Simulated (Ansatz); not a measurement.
# F₃H₄NO₂Si₂: up Jacob's ladder to CCSD(T)

One table from this session's results is given with a row withheld; the runs are named, their logs left out.

Method: functionals in def2-TZVPP, the program's frozen cores in correlated methods; program: Ansatz 0.2.0, Gaussian basis.

Plan: PBE-D4, r2SCAN-D4, PBE0-D4, B3LYP-D4, ωB97X-V, ωB97M-V, B2PLYP; CCSD(T)/def2-TZVPP; MP2/def2-QZVPP; extrapolation to the limit.

### The relaxed structure

An earlier PBE0-D4 in a triple-zeta def2 set relaxation fixed the geometry.

SMILES `O[SiH](F)N[Si](O)(F)F`, 12 atoms, charge 0, spin multiplicity 1.

Atoms are counted from 1 here; the program's logs count them from 0.

Bond lengths: O1–Si2 1.626 Å, O1–H9 0.958 Å, Si2–F3 1.602 Å, Si2–N4 1.704 Å, Si2–H10 1.475 Å, N4–Si5 1.700 Å, N4–H11 1.012 Å, Si5–O6 1.613 Å, Si5–F7 1.582 Å, Si5–F8 1.577 Å, O6–H12 0.960 Å. Angles: Si2–O1–H9 118.9°, O1–Si2–F3 111.7°, O1–Si2–N4 105.7°, O1–Si2–H10 111.6°, F3–Si2–N4 107.4°, F3–Si2–H10 104.5°, N4–Si2–H10 115.9°, Si2–N4–Si5 128.8°, Si2–N4–H11 114.3°, Si5–N4–H11 116.8°, N4–Si5–O6 111.0°, N4–Si5–F7 108.7°, N4–Si5–F8 112.6°, O6–Si5–F7 113.1°, O6–Si5–F8 106.5°, F7–Si5–F8 104.8°, Si5–O6–H12 118.4°.

Set-up of the first run:

in.yaml

```yaml
crystal:
  periodic: [false, false, false]
  atoms:
    - {symbol: O, position_ang: [-2.208271, 0.444417, -1.358222]}
    - {symbol: Si, position_ang: [-1.048159, 0.767374, -0.265902]}
    - {symbol: F, position_ang: [-1.508305, 0.382689, 1.219700]}
    - {symbol: N, position_ang: [0.260363, -0.245672, -0.671739]}
    - {symbol: Si, position_ang: [1.548080, -0.765934, 0.307947]}
    - {symbol: O, position_ang: [1.312084, -0.343499, 1.846132]}
    - {symbol: F, position_ang: [1.735433, -2.324883, 0.114329]}
    - {symbol: F, position_ang: [2.929691, -0.137935, -0.122278]}
    - {symbol: H, position_ang: [-2.920235, 1.073963, -1.477253]}
    - {symbol: H, position_ang: [-0.750130, 2.210254, -0.199388]}
    - {symbol: H, position_ang: [0.218602, -0.625188, -1.608568]}
    - {symbol: H, position_ang: [0.430848, -0.435576, 2.215232]}
basis:
  gaussian: {orbitals: def2-TZVPP}
hamiltonian: {xc: pbe, dispersion: d4}
output: {forces: true, orbitals: {seedname: orbitals}}
```

Launch:

```console
> ansatz run in.yaml --threads 2 --pin off --events-out ev --progress --plain --max-ram 31744MiB --backend cuda --devices 0, --max-vram 18GiB
```

Steps of the session up to this table: PBE-D4 (GGA); r2SCAN-D4 (meta-GGA); PBE0-D4 (hybrid); B3LYP-D4 (hybrid); ωB97X-V (range-separated); ωB97M-V (range-separated); B2PLYP (double hybrid); CCSD(T) in def2-TZVPP; MP2 in def2-QZVPP.

One of the session's tables, all rows but one given; the rest of the session is left out.

| method | atomisation energy (kJ/mol) |
| --- | --- |
| PBE-D4 | 5166.1 |
| r2SCAN-D4 | 5112.9 |
| PBE0-D4 | 5038.5 |
| B3LYP-D4 | 5076.9 |
| ωB97X-V | 5126.3 |
| ωB97M-V | 5132.1 |
| B2PLYP | 5056.6 |
| HF/def2-TZVPP | 3663.0 |
| MP2/def2-TZVPP | 5166.4 |
| CCSD/def2-TZVPP | 4894.9 |
| CCSD(T)/def2-TZVPP | 4976.0 |
| MP2/CBS | ? |
| CCSD(T)/CBS | 5153.4 |

Q: Estimate the row for MP2/CBS from the others.

The run gave: atomisation energy (kJ/mol): 5343.7. In the column «atomisation energy (kJ/mol)» it is the highest.
